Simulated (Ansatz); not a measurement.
# CH₈BFGaGeNSe: small, medium and large basis sets

One table from this session's results is given with a row withheld; the runs are named, their logs left out.

Method: one geometry, several basis sets; program: Ansatz 0.2.0, Gaussian basis.

The runs, in order: PBE0-D4/def2-SVP; ωB97M-V/def2-SVP; PBE0-D4/def2-QZVPP; ωB97M-V/def2-QZVPP; the functionals' def2-TZVPP values are taken from earlier runs.

**Structure used throughout**

The geometry comes from an earlier relaxation with PBE0-D4 in a triple-zeta def2 set; it is a stationary point, not always the lowest conformer.

15 atoms, charge 0, spin multiplicity 1.

Atoms are counted from 1 here; the program's logs count them from 0.

Bond lengths: N1–Ge2 1.855 Å, N1–H8 1.012 Å, N1–H9 1.012 Å, Ge2–B3 2.062 Å, Ge2–H10 1.542 Å, Ge2–H11 1.552 Å, B3–C4 1.545 Å, B3–Ga6 2.070 Å, C4–F5 1.397 Å, C4–H12 1.101 Å, C4–H13 1.101 Å, Ga6–Se7 2.337 Å, Ga6–H14 1.563 Å, Se7–H15 1.469 Å. Angles: Ge2–N1–H8 113.7°, Ge2–N1–H9 113.2°, H8–N1–H9 107.5°, N1–Ge2–B3 110.2°, N1–Ge2–H10 105.5°, N1–Ge2–H11 113.4°, B3–Ge2–H10 109.9°, B3–Ge2–H11 110.6°, H10–Ge2–H11 107.1°, Ge2–B3–C4 117.5°, Ge2–B3–Ga6 123.5°, C4–B3–Ga6 118.9°, B3–C4–F5 115.3°, B3–C4–H12 110.4°, B3–C4–H13 110.0°, F5–C4–H12 107.6°, F5–C4–H13 108.1°, H12–C4–H13 105.0° and more.

Set-up of the first run:

Input file in.yaml:

```yaml
crystal:
  periodic: [false, false, false]
  atoms:
    - {symbol: N, position_ang: [-2.617523, 0.656159, 0.323428]}
    - {symbol: Ge, position_ang: [-0.860873, 1.185494, 0.595235]}
    - {symbol: B, position_ang: [0.424605, -0.371442, 0.178472]}
    - {symbol: C, position_ang: [-0.198716, -1.701396, -0.299874]}
    - {symbol: F, position_ang: [0.714629, -2.714190, -0.600585]}
    - {symbol: Ga, position_ang: [2.486410, -0.198032, 0.237216]}
    - {symbol: Se, position_ang: [3.474922, 0.798241, -1.631802]}
    - {symbol: H, position_ang: [-2.961260, 0.013122, 1.024562]}
    - {symbol: H, position_ang: [-3.265086, 1.432134, 0.279573]}
    - {symbol: H, position_ang: [-0.621633, 2.342093, -0.395443]}
    - {symbol: H, position_ang: [-0.597681, 1.743124, 2.019766]}
    - {symbol: H, position_ang: [-0.893132, -2.093736, 0.459207]}
    - {symbol: H, position_ang: [-0.820611, -1.527174, -1.190999]}
    - {symbol: H, position_ang: [3.533841, -0.571978, 1.335581]}
    - {symbol: H, position_ang: [2.202100, 1.007581, -2.334338]}
basis:
  gaussian: {orbitals: def2-SVP}
hamiltonian: {xc: pbe0, dispersion: d4}
output: {orbitals: {seedname: orbitals}}
```

Started as:

```sh
$ ansatz run in.yaml --threads 4 --pin off --events-out ev --progress --plain --max-ram 63488MiB --backend cpu
```

Among the steps run: PBE0-D4 in def2-SVP; ωB97M-V in def2-SVP; PBE0-D4 in def2-QZVPP; ωB97M-V in def2-QZVPP.

One table of the session follows, with a row left open; its other results are not shown here.

```
functional       basis  HOMO (eV)  LUMO (eV)
   PBE0-D4    def2-SVP      -7.02      -2.47
   PBE0-D4  def2-TZVPP      -7.14      -2.52
   PBE0-D4  def2-QZVPP      -7.15      -2.54
   ωB97M-V    def2-SVP          ?          ?
   ωB97M-V  def2-TZVPP      -9.25      -0.60
   ωB97M-V  def2-QZVPP      -9.27      -0.63
```

Q: Estimate the row for ωB97M-V, def2-SVP from the others.

**Answer.** HOMO (eV): -9.11; LUMO (eV): -0.50. In the column «HOMO (eV)» it lies between ωB97M-V, def2-TZVPP (-9.25) and PBE0-D4, def2-QZVPP (-7.15).
